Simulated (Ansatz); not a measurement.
The system is Sr2SO.

```xyz
4
Lattice="4.0432 0.0000 0.0000 0.0000 4.0432 0.0000 0.0000 0.0000 5.7180" Properties=species:S:1:pos:R:3 pbc="T T T"
Sr    2.0216    2.0216    2.8590
Sr    0.0000    0.0000    0.0000
S     0.0000    0.0000    2.8590
O     2.0216    2.0216    0.0000
```

The cell comes from a database or a generator and needn't be the stable form of this composition.

Base run:

| Property | Result |
| --- | --- |
| Program | Ansatz 0.2.0 |
| Functional | r2SCAN0 |
| Potentials or basis | Ansatz PAW |
| Cutoff | 500 eV (not typed: the program's choice for these potentials) |
| k mesh | 4 × 4 × 3 |
| Occupations | fermi-dirac, width 0.05 eV |
| Spin | no spin polarisation |

Its results: band gap on the k mesh 4.45 eV, direct; pressure -1.5 GPa.

Problem. The run is repeated on the same cell with these changes: functional from r2SCAN0 to HSE06; cutoff from 500 eV (not typed: the program's choice for these potentials) to 420 eV (not typed: the program's choice for these potentials). What comes out?

Solution. Band gap on the k mesh 3.42 eV, direct; pressure -1.2 GPa.

Caveats: odd divisions of the mesh miss points on the zone boundary, where band edges often lie, so the gap on the mesh can be too wide; the PAW data sets come from PBE, with cores solved anew for the run's functional, which leaves a small shift of forces and pressure; the density of states is complete only up to the lowest level of the last band computed; the thresholds are loose for stress.

A k mesh can miss the band edges.
